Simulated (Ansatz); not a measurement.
# C4H10ClGa: one species, many methods

The task here is to estimate one member of a computed series from the others.

Computed with Ansatz 0.2.0, Gaussian basis. Level: functionals in def2-TZVPP, the program's frozen cores in correlated methods.

The runs, in order: LDA (SPW92), PBE-D4, revPBE-D4, BLYP-D4, r2SCAN-D4, B97M-V, PBE0-D4, B3LYP-D4, r2SCANh-D4, r2SCAN0-D4, HSE06-D4, BHLYP-D4, CAM-B3LYP-D4, LC-ωPBE, ωB97X-V, ωB97M-V, B2PLYP, PBE-QIDH; CCSD(T)/def2-SVP; CCSD(T)/def2-TZVPP; MP2/def2-QZVPP; extrapolation to the limit; RPA on PBE.

## The relaxed structure

All runs share one geometry, relaxed beforehand with PBE0-D4 in a triple-zeta def2 set.

SMILES `C[CH](C)[Ga]([CH3])[Cl]`, 16 atoms, charge 0, spin multiplicity 1.

Atoms are counted from 1 here; the program's logs count them from 0.

Bond lengths: C1–C2 1.524 Å, C1–H7 1.093 Å, C1–H8 1.096 Å, C1–H9 1.095 Å, C2–C3 1.525 Å, C2–Ga4 1.979 Å, C2–H10 1.098 Å, C3–H11 1.092 Å, C3–H12 1.095 Å, C3–H13 1.096 Å, Ga4–C5 1.958 Å, Ga4–Cl6 2.177 Å, C5–H14 1.093 Å, C5–H15 1.091 Å, C5–H16 1.092 Å. Angles: C2–C1–H7 112.5°, C2–C1–H8 110.9°, C2–C1–H9 111.6°, H7–C1–H8 107.4°, H7–C1–H9 107.4°, H8–C1–H9 106.9°, C1–C2–C3 112.1°, C1–C2–Ga4 112.1°, C1–C2–H10 108.6°, C3–C2–Ga4 111.8°, C3–C2–H10 107.9°, Ga4–C2–H10 103.9°, C2–C3–H11 112.0°, C2–C3–H12 111.6°, C2–C3–H13 110.7°, H11–C3–H12 107.5°, H11–C3–H13 107.9°, H12–C3–H13 106.9° and more.

The first run:

in.yaml reads:

```yaml
crystal:
  periodic: [false, false, false]
  atoms:
    - {symbol: C, position_ang: [0.346142, -0.284550, 1.665694]}
    - {symbol: C, position_ang: [0.874922, 0.193155, 0.318280]}
    - {symbol: C, position_ang: [1.926255, -0.752406, -0.252788]}
    - {symbol: Ga, position_ang: [-0.583372, 0.536142, -0.974090]}
    - {symbol: C, position_ang: [-2.531641, 0.597676, -0.788743]}
    - {symbol: Cl, position_ang: [0.112388, 0.945310, -2.995942]}
    - {symbol: H, position_ang: [-0.374630, 0.411944, 2.102537]}
    - {symbol: H, position_ang: [1.163320, -0.404383, 2.386290]}
    - {symbol: H, position_ang: [-0.149080, -1.257042, 1.582062]}
    - {symbol: H, position_ang: [1.343419, 1.177208, 0.455235]}
    - {symbol: H, position_ang: [2.313086, -0.402708, -1.212076]}
    - {symbol: H, position_ang: [1.521569, -1.757629, -0.407131]}
    - {symbol: H, position_ang: [2.772781, -0.851590, 0.436269]}
    - {symbol: H, position_ang: [-2.887479, 1.601734, -1.031519]}
    - {symbol: H, position_ang: [-2.860112, 0.338899, 0.218508]}
    - {symbol: H, position_ang: [-2.987567, -0.091750, -1.502595]}
basis:
  gaussian: {orbitals: def2-TZVPP}
hamiltonian: {xc: lda}
output: {orbitals: {seedname: orbitals}}
```

Steps of the session up to this table: LDA; PBE-D4 (GGA); revPBE-D4 (GGA); BLYP-D4 (GGA); r2SCAN-D4 (meta-GGA); B97M-V (meta-GGA); PBE0-D4 (hybrid); B3LYP-D4 (hybrid); r2SCANh-D4 (hybrid); r2SCAN0-D4 (hybrid); HSE06-D4 (hybrid); BHLYP-D4 (hybrid); CAM-B3LYP-D4 (range-separated); LC-ωPBE-D4 (range-separated; the results give it without D4); ωB97X-V (range-separated); ωB97M-V (range-separated); B2PLYP (double hybrid); PBE-QIDH (double hybrid).

One table of the session follows, with a row left open; its other results are not shown here.

It belongs to the step «Frontier levels by functional». 

| functional | HOMO (eV) | gap (eV) |
| --- | --- | --- |
| LDA (SPW92) | ? | ? |
| PBE-D4 | -6.12 | 4.37 |
| revPBE-D4 | -6.07 | 4.45 |
| BLYP-D4 | -5.99 | 4.30 |
| r2SCAN-D4 | -6.36 | 4.84 |
| B97M-V | -6.43 | 4.74 |
| PBE0-D4 | -7.30 | 6.35 |
| B3LYP-D4 | -7.10 | 5.87 |
| r2SCANh-D4 | -6.80 | 5.56 |
| r2SCAN0-D4 | -7.46 | 6.64 |
| HSE06-D4 | -6.91 | 5.58 |
| BHLYP-D4 | -8.40 | 8.19 |
| CAM-B3LYP-D4 | -8.62 | 8.54 |
| LC-ωPBE | -9.94 | 11.08 |
| ωB97X-V | -9.59 | 10.53 |
| ωB97M-V | -9.46 | 10.15 |

Estimate the missing values for LDA (SPW92).

The run gave: HOMO (eV): -6.26; gap (eV): 4.21. In the column «HOMO (eV)» it lies between r2SCAN-D4 (-6.36) and PBE-D4 (-6.12).
